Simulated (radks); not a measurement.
# W⁺ in [Xe] 4f14 5d4 6s1: an all-electron calculation

Aim: the levels, the sizes of the orbitals and the parts of the energy of the tungsten ion W+.

Program: radks (a radial shooting solver on a logarithmic mesh, Libxc functionals) version 1. Level of theory: Dirac Kohn-Sham, PBE, spin-unpolarised, spherical densities, finite nucleus; open shells are shared between the two j in proportion to 2j + 1. These are calculated values, not measurements, unless marked.

**1. The atom as given**

- element: tungsten (Z = 74)
- charge: +1
- electrons: 73
- configuration: [Xe] 4f14 5d4 6s1
- nuclear rms radius: 5.3658 fm

Outer shells as boxes (Hund's rule):

W⁺
```
[Xe] core
4f [↑↓][↑↓][↑↓][↑↓][↑↓][↑↓][↑↓]
5d [↑ ][↑ ][↑ ][↑ ][  ]
6s [↑ ]
```

**2. The run**

The run's settings:

```text
Z 74
configuration [Xe] 4f14 5d4 6s1 6p0 7s0
relativity Dirac
functional pbe,pbe
spin unpolarised
j_filling average
nucleus finite rms 5.3658 fm
c 137.035999084
```

**Question.** What will this run give?

The runs gave:

```
                        quantity                   value
                    total energy     -16162.9977 hartree
exchange-correlation share of it                  2.01 %
                            −T/E                  1.1261
          highest occupied level       5d5/2, -11.422 eV
    most extended occupied level  6s1/2, <r> = 2.96 bohr
 radius at density 0.001 e/bohr³               4.32 bohr
    maxima of the radial density                       4
         ionisation energy, NIST     16.4 (semi-emp.) eV
```

What this shows: The radial density shows 4 maxima for 6 occupied principal shells; where shells overlap, one shows as a shoulder or not at all. Relativity lifts −T/E to 1.126. The top level binds by 11.422 eV, 70 % of the NIST ionisation energy of 16.4 eV; the potential of a semilocal functional falls off too fast, so its top eigenvalue is too shallow. Spin polarisation and multiplet splitting are left out. Sharing an open shell by 2j + 1 raises it above the true ground level by a part of the spin-orbit splitting, which enters the differences from NIST.
